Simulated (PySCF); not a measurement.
The system is FC2SeH, in a box.

```xyz
5
Lattice="12.0000 0.0000 0.0000 0.0000 12.0000 0.0000 0.0000 0.0000 12.0000" Properties=species:S:1:pos:R:3 pbc="T T T"
F     5.5836    4.6765    7.2483
C     5.7142    5.6378    6.3908
C     6.4038    6.6532    6.0522
Se    4.8247    6.2728    4.8197
H     7.2013    7.3655    6.1370
```

Base run:

- Program: PySCF 2.14.0
- Functional: TM
- Potentials or basis: def2-svp (all-electron)
- k mesh: 1 × 1 × 1
- Occupations: fixed
- Spin: no spin polarisation

Its results: gap between the frontier levels 2.71 eV.

Problem. The run is repeated on the same cell with these changes: functional from TM to HLE16. What comes out?

Solution. Gap between the frontier levels 2.57 eV.

Caveats: this is a molecule in a periodic box at the Γ point, so its band gap is the HOMO-LUMO gap; relativity is left out, which matters for the heavier elements; the basis of atomic orbitals isn't converged, which shifts pressures, moduli and gaps.

